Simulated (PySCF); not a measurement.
# C2H3Br (vinyl bromide): the cost of one run

Computed with PySCF 2.14.0, with density-fitted response routines of our own, on a single molecule in the gas phase. Atoms count from 0, in the outputs and in this text.

## 1. The starting structure

6 atoms, charge 0, multiplicity 1; geometry from: MMFF94s.

Bonds of the start (Å): C0–C1 1.33, C1–Br2 1.85, C0–H3 1.09, C0–H4 1.08, C1–H5 1.08.

## 2. Optimising the geometry at PBE0-D3(BJ)/def2-SVP

The job: settings as JSON, then the geometry in Å.

```
{"job": {"xc": "PBE0", "basis": "def2-SVP", "d3": "d3bj", "grid": 1, "kind": "geom"}, "charge": 0, "multiplicity": 1}
C     -0.740081    -0.155013     0.026956
C      0.517616     0.290185    -0.006254
Br     2.004922    -0.804769    -0.157909
H     -0.971759    -1.213521    -0.034606
H     -1.569815     0.537867     0.117243
H      0.759117     1.345251     0.054570
```

The run is started by

```console
OMP_NUM_THREADS=1 python probes_run.py task.json out
```

This one command runs all jobs of the session in turn.

Q: Estimate the wall time and peak memory of this first job on 1 thread of Arm Neoverse N1, shared host.

About 14 s, with a peak of 0.31 GiB.
